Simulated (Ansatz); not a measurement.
**TaAl4: a trial structure relaxed**

The task: take a trial cell of TaAl4 to zero force and stress.

Method: DFT PBE, scalar-relativistic, plane waves, PAW, in Ansatz 0.2.0.

### Step 1. The starting structure

It takes space group Pm-3m (No. 221, cubic). The conventional cell has a = 4.494 Å, b = 4.494 Å, c = 4.494 Å, α = 90.00°, β = 90.00°, γ = 90.00°. Ta (site symmetry m-3m) is surrounded by 6 Al at 2.25 Å. Al (site symmetry 4/mmm) is surrounded by 2 Ta at 2.25 Å. Al (site symmetry m-3m) has 12 Al at 3.18 Å in its first shell of neighbours.

Structure file:

```cif
data_structure
_symmetry_space_group_name_H-M 'P 1'
_symmetry_Int_Tables_number 1
_cell_length_a 4.4937
_cell_length_b 4.4937
_cell_length_c 4.4937
_cell_angle_alpha 90.000
_cell_angle_beta 90.000
_cell_angle_gamma 90.000
_cell_volume 90.75
loop_
_atom_site_label
_atom_site_type_symbol
_atom_site_fract_x
_atom_site_fract_y
_atom_site_fract_z
_atom_site_occupancy
Ta1 Ta 0.50000 0.50000 0.50000 1
Al1 Al 0.00000 0.50000 0.50000 1
Al2 Al 0.50000 0.00000 0.50000 1
Al3 Al 0.50000 0.50000 0.00000 1
Al4 Al 0.00000 0.00000 0.00000 1
```

Recipe of the guess: random cell by space group and Wyckoff sites (Pm-3m, No. 221). Its size is a rough estimate.

### Step 2. Probe: one point on a coarse mesh

input.yaml reads:

```yaml
crystal:
  lattice:
    - [4.49373913, 0.0, 0.0]
    - [0.0, 4.49373913, 0.0]
    - [0.0, 0.0, 4.49373913]
  atoms:
    - { symbol: Ta, position: [0.5, 0.5, 0.5] }
    - { symbol: Al, position: [0.0, 0.5, 0.5] }
    - { symbol: Al, position: [0.5, 0.0, 0.5] }
    - { symbol: Al, position: [0.5, 0.5, 0.0] }
    - { symbol: Al, position: [0.0, 0.0, 0.0] }
basis:
  ecutwfc: 420
kpoints:
  mp_grid: { grid: [4, 4, 4] }
hamiltonian:
  xc: pbe
scf:
  occupations: { method: gaussian, width: 0.1 }
  lower_state_search: "off"
output:
  forces: true
  stress: true
  eigenvalues: true
```

Launch:

```console
$ ansatz run input.yaml --threads 1 --pin off --max-ram 2560MiB --backend cpu --events-out ev --progress --plain --runs-dir out
```

The session goes on with these runs: coarse relaxation; full relaxation.

Before running it: what results should come out? Wanted: conventional cell; volume; energy over the elements; gap on the mesh.

The runs gave:

```
                              quantity                                                                      value
symmetry at the end (tolerance 0.05 Å)                                                space group Pm-3m (No. 221)
                     conventional cell  a = 5.076 Å, b = 5.076 Å, c = 5.076 Å, α = 90.00°, β = 90.00°, γ = 90.00°
                                volume                                                              26.15 Å³/atom
              energy over the elements                                                              +0.99 eV/atom
                       gap on the mesh                                                               none (metal)
```

In words: The space group Pm-3m (No. 221) is kept, and the volume per atom grows by 44.1 % from the first guess. With a positive formation energy it can't be a ground state. No finished test with a distortion of lower symmetry is shown, so the end may be a saddle point. The runs treat Ta without spin-orbit coupling.
